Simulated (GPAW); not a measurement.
PmO:

```xyz
2
Lattice="0.0000 2.3857 2.3857 2.3857 0.0000 2.3857 2.3857 2.3857 0.0000" Properties=species:S:1:pos:R:3 pbc="T T T"
Pm    2.3857    2.3857    2.3857
O     0.0000    0.0000    0.0000
```

The cell comes from a database or a generator and needn't be the stable form of this composition.

Base run:

* Program: GPAW 26.7.0
* Functional: r2SCAN
* Potentials or basis: GPAW PAW data sets (gpaw-data 1.2.1)
* Cutoff: 800 eV
* Basis: pw
* k mesh: 7 × 7 × 7
* Occupations: gaussian, width 0.05 eV
* Spin: collinear spin, ferromagnetic start
* Starting moments: [4.0, 0.0] μB
* Fixed moment: 4 μB
* Hubbard terms: Pm f U = 8 eV

Its results: pressure 26.9 GPa; site moments Pm +4.07; O -0.09 μB.

Q: The run is repeated on the same cell with these changes: hubbard terms from Pm f U = 8 eV to Pm f U = 4 eV. What comes out?

A: Pressure 22.8 GPa; site moments Pm +4.03; O -0.09 μB.

Caveats: one-centre terms of the f shell are cut off; the magnetic or orbital state may not be the lowest; the PAW data sets were made with another functional, which shifts forces and pressure a little; the total moment is fixed, so each spin has its own Fermi level.
